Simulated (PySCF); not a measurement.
**CaH: from the state search to spectroscopic constants**

What are the lowest state that PBE0 finds, the bond length, vibrational wavenumber and bond energy of CaH, and how much do these hang on the method?

Computed with PySCF 2.14.0. Level: Ca pcseg-2, H pcseg-2, no relativity.

## 1. The job

A driver script around PySCF takes these settings:

| Property | Result |
| --- | --- |
| atoms | Ca, H |
| charge | 0 |
| basis | Ca pcseg-2, H pcseg-2 |
| Hamiltonian | no relativity |
| basis functions | 47 |
| electrons treated | 21 |
| masses in u | 39.9626, 1.0078 |
| levels | PBE0, PBE, r²SCAN, BHandHLYP, M06, B97-3, CAM-B3LYP, HF, MP2, SCS-MP2, CCSD, CCSD(T) |
| grid | 80 radial by 434 angular points |
| occupations | held fixed by the projection of orbital angular momentum |
| dissociation limit | Ca + H, each in its ground configuration |
| starting distance in angstrom | 1.910 |
| values of 2S to try | 1, 3 |

Run with:

```console
$ OMP_NUM_THREADS=1 python dia.py task.json out
```

The runs that follow: PBE0 along the bond; Other states along the same grid; PBE (GGA); r²SCAN; BHandHLYP; M06; B97-3; CAM-B3LYP; UHF; Correlated methods on the Hartree–Fock reference.

Q: Predict the outcome of this session. Wanted: for each run, Re; ωe; De; μ.

As calculated:

Lowest PBE0 solution found, without spin–orbit coupling: ²Σ⁺ (doublet), unpaired electrons σ ↑. State 2 has its PBE0 minimum 1.60 eV higher. The other levels ran on the lowest alone.

```tsv
level	Re (Å)	ωe (cm⁻¹)	De (eV)	μ (D)
UHF	2.049	1303	1.49	-2.53
UHF-MP2	2.013	1329	1.53	n/a
UHF-SCS-MP2	2.017	1327	1.60	n/a
UHF-CCSD	2.024	1300	1.64	n/a
UHF-CCSD(T)	2.023	1296	1.62	n/a
PBE	1.974	1292	1.99	-2.51
r²SCAN	1.974	1319	2.22	-2.65
PBE0	1.980	1314	1.94	-2.47
B97-3	1.998	1279	1.83	-2.37
M06	1.988	1323	1.63	-2.79
BHandHLYP	1.995	1318	1.89	-2.77
CAM-B3LYP	1.985	1317	1.99	-2.77
```

De is counted to Ca + H in their ground configurations. A positive dipole means Ca(−)H(+).

Differences from CCSD(T) in the same basis:

```tsv
level	Re (mÅ)	ωe (%)
UHF	+26	+0.6
UHF-MP2	-10	+2.6
UHF-SCS-MP2	-6	+2.4
UHF-CCSD	+1	+0.3
PBE	-49	-0.3
r²SCAN	-49	+1.8
PBE0	-43	+1.4
B97-3	-25	-1.3
M06	-35	+2.1
BHandHLYP	-28	+1.7
CAM-B3LYP	-38	+1.7
```

In words: Judged by CCSD(T) in the same basis: best bond length UHF-CCSD (+1 mÅ), worst PBE and r²SCAN (-49 mÅ); best wavenumber UHF-CCSD and PBE (0.3 % off), worst UHF-MP2 (+2.6 %). Of the levels with a De here, UHF gives the least (1.49 eV) and r²SCAN the most (2.22 eV).

Correlated steps freeze 5 core orbitals.
